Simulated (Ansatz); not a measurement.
CH₄BrSn, SMILES [CH3][SnH][Br]: an atomisation energy, run with Ansatz's Python interface.

The script, `tae_ch4brsn.py`:
```python
# -*- coding: utf-8 -*-
'''Energy to split CH4BrSn into its atoms.'''

from collections import Counter

import ansatz as az

params = {
    'basis': 'def2-TZVP',
    'xc': 'r2scan0',
}


def energy(molecule, charge=0, unpaired=0):
    calc = (
        molecule.calculation()
        .basis(gaussian=params['basis'])
        .functional(params['xc'])
    )
    if charge:
        calc = calc.charge(charge)
    if unpaired:
        calc = calc.spin('collinear', total=unpaired)
    return calc.run(threads=1, pin='off').report['free_energy_ev']

GEOMETRY = '''
C    -0.76830    0.52350   -0.16920
Sn    0.59340   -1.04480   -0.22720
Br    1.34790   -1.52360    2.10440
H    -0.25970    1.48210    0.24210
H    -1.68210    0.27350    0.43020
H    -1.16290    0.80180   -1.21370
H     1.99280   -0.58050   -1.21230
'''


def main():
    system = az.Crystal.molecule()
    for line in GEOMETRY.strip().splitlines():
        symbol, *xyz = line.split()
        system = system.atom(symbol, [float(v) for v in xyz])

    # Hund ground states
    unpaired = {'C': 2, 'Sn': 2, 'Br': 1, 'H': 1}
    counts = Counter(site.symbol for site in system.cartesian_sites)
    atom_energy = {s: energy(az.Crystal.molecule().atom(s, (0, 0, 0)), 0, unpaired[s]) for s in counts}
    whole = energy(system, 0, 1)
    for s, e in atom_energy.items():
        print(f'{s:2s} x{counts[s]}  {e:14.5f} eV')
    print(f'CH4BrSn: {whole:.5f} eV')
    split = sum(counts[s] * e for s, e in atom_energy.items()) - whole
    print(f'atomisation energy (no zero-point term): {96.485332 * split:.1f} kJ/mol, {split / sum(counts.values()):.3f} eV an atom')


if __name__ == '__main__':
    main()
```

What does it cost to take this molecule apart into atoms?

2016.3 kJ/mol from the electronic energies, without the zero-point term.

The run itself:

```console
$ python tae_ch4brsn.py
C  x1     -1029.51733 eV
Sn x1     -5831.54503 eV
Br x1    -70044.66948 eV
H  x4       -13.60215 eV
CH4BrSn: -76981.03761 eV
atomisation energy (no zero-point term): 2016.3 kJ/mol, 2.985 eV an atom
```

Caveats:
- Total energies depend on the basis set; only differences at equal settings carry meaning.
- The geometry is a force-field or estimated start, not a minimum of this method, and the basis set is short of its limit. All parts are taken at fixed geometry, without zero-point energy.
- def2 sets replace the cores of elements past krypton by effective core potentials.
- The species is open-shell (spin multiplicity 2).
- The spin-orbit lowering of heavy atoms is left out.
- The whole script took 27 s on 1 thread of Arm Neoverse V1, on a shared host, peak memory 0.57 GiB.

(A comment or docstring line of the script was reworded after the run, the code is as it ran; lines on the test bed's own set-up are left out of the output.)
